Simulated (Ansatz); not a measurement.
# C₂H₈GeSi: small, medium and large basis sets

Aim: see how fast density functionals converge with the basis set for C₂H₈GeSi.

Method: one geometry, several basis sets; program: Ansatz 0.2.0, Gaussian basis.

The runs, in order: PBE0-D4/def2-SVP; ωB97M-V/def2-SVP; PBE0-D4/def2-QZVPP; ωB97M-V/def2-QZVPP; the functionals' def2-TZVPP values are taken from earlier runs.

### Step 1. Structure used throughout

An earlier PBE0-D4 in a triple-zeta def2 set relaxation fixed the geometry.

SMILES `[SiH3]/C=[CH]/[GeH3]`, 12 atoms, charge 0, spin multiplicity 1.

Atoms are counted from 1 here; the program's logs count them from 0.

Bond lengths: Si1–C2 1.863 Å, Si1–H5 1.487 Å, Si1–H6 1.488 Å, Si1–H7 1.488 Å, C2–C3 1.334 Å, C2–H8 1.091 Å, C3–Ge4 1.943 Å, C3–H9 1.090 Å, Ge4–H10 1.537 Å, Ge4–H11 1.539 Å, Ge4–H12 1.539 Å. Angles: C2–Si1–H5 108.8°, C2–Si1–H6 110.7°, C2–Si1–H7 110.7°, H5–Si1–H6 109.5°, H5–Si1–H7 109.5°, H6–Si1–H7 107.6°, Si1–C2–C3 123.2°, Si1–C2–H8 118.2°, C3–C2–H8 118.6°, C2–C3–Ge4 123.6°, C2–C3–H9 119.0°, Ge4–C3–H9 117.4°, C3–Ge4–H10 108.3°, C3–Ge4–H11 110.4°, C3–Ge4–H12 110.4°, H10–Ge4–H11 109.7°, H10–Ge4–H12 109.8°, H11–Ge4–H12 108.1°.

### Step 2. PBE0-D4 in def2-SVP

File in.yaml:

```yaml
crystal:
  periodic: [false, false, false]
  atoms:
    - {symbol: Si, position_ang: [-0.325708, 2.295287, 0.130359]}
    - {symbol: C, position_ang: [-0.294562, 0.497446, -0.358511]}
    - {symbol: C, position_ang: [0.301109, -0.447799, 0.371116]}
    - {symbol: Ge, position_ang: [0.340808, -2.325786, -0.127339]}
    - {symbol: H, position_ang: [0.402157, 2.455666, 1.416592]}
    - {symbol: H, position_ang: [0.320730, 3.136541, -0.913514]}
    - {symbol: H, position_ang: [-1.726020, 2.773661, 0.290128]}
    - {symbol: H, position_ang: [-0.788129, 0.206811, -1.287119]}
    - {symbol: H, position_ang: [0.796026, -0.164385, 1.299972]}
    - {symbol: H, position_ang: [-0.410573, -2.489058, -1.458525]}
    - {symbol: H, position_ang: [-0.331868, -3.184517, 0.958158]}
    - {symbol: H, position_ang: [1.793129, -2.808967, -0.287117]}
basis:
  gaussian: {orbitals: def2-SVP}
hamiltonian: {xc: pbe0, dispersion: d4}
output: {orbitals: {seedname: orbitals}}
```

Started as:

```
$ ansatz run in.yaml --threads 4 --pin off --events-out ev --progress --plain --max-ram 10444MiB
```

After this run come: ωB97M-V in def2-SVP; PBE0-D4 in def2-QZVPP; ωB97M-V in def2-QZVPP.

**Question.** What will the summary of the whole plan be? Wanted: PBE0-D4: double and triple zeta above quadruple; ωB97M-V: double and triple zeta above quadruple.

**Answer**, as computed:

| quantity | value |
| --- | --- |
| PBE0-D4: double and triple zeta above quadruple | 13.86, 1.61 eV |
| ωB97M-V: double and triple zeta above quadruple | 13.97, 1.56 eV |

**Reading.** PBE0-D4 gains 12.24 eV from double to triple zeta, then 1.61 eV more. Total energies overstate the basis error of differences, where much of it tends to cancel.
